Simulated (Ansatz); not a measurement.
The system is YNiC2.

```
Y Ni C
1.0
     3.61052    0.00000    0.00000
     0.00000    2.24280    2.99123
     0.00000   -2.24280    2.99123
Y Ni C
1 1 2
Direct
  0.00000 0.00314 0.00314
  0.50000 0.61343 0.61343
  0.50000 0.15059 0.45584
  0.50000 0.45584 0.15059
```

The cell is a database's computed one.

```yaml
Program: Ansatz 0.2.0
Task: relaxation of cell and atoms
Functional: PBE
Dispersion: D4
Potentials_or_basis: Ansatz PAW
Cutoff: "420 eV (not typed: the program's choice for these potentials)"
k_mesh: 7 × 8 × 8
Occupations: fermi-dirac, width 0.05 eV
Spin: collinear spin, ferromagnetic start
Starting_moments: "[0.0, 1.0, 0.0, 0.0] μB"
```

At the start: volume 12.11 Å³/atom.

Problem. Where does the relaxation end?

Solution. It ends after 5 steps and the volume is 11.93 Å³/atom (-1.5 %); space group Amm2 (No. 38, to 0.05 Å); moment 0.00 μB per cell.

Step by step:
| step | energy change (eV) | largest force (eV/Å) | volume (Å³) |
| --- | --- | --- | --- |
| 1 | 0.0000 | 0.0838 | 48.44 |
| 2 | -0.0090 | 0.0304 | 47.76 |
| 3 | -0.0091 | 0.0105 | 47.73 |
| 4 | -0.0091 | 0.0056 | 47.74 |
| 5 | -0.0082 | 0.0055 | 47.74 |

Final structure:
```cif
data_structure
_symmetry_space_group_name_H-M 'P 1'
_symmetry_Int_Tables_number 1
_cell_length_a 3.5551
_cell_length_b 3.7379
_cell_length_c 3.7379
_cell_angle_alpha 73.965
_cell_angle_beta 90.000
_cell_angle_gamma 90.000
_cell_volume 47.74
loop_
_atom_site_label
_atom_site_type_symbol
_atom_site_fract_x
_atom_site_fract_y
_atom_site_fract_z
_atom_site_occupancy
Y1 Y 0.00000 0.00300 0.00300 1
Ni1 Ni 0.50000 0.61374 0.61374 1
C1 C 0.50000 0.15059 0.45566 1
C2 C 0.50000 0.45566 0.15059 1
```

Caveat: the plane-wave basis is chosen anew once the cell has moved, so the energies of steps on either side of that aren't comparable; the starting moments weren't kept.
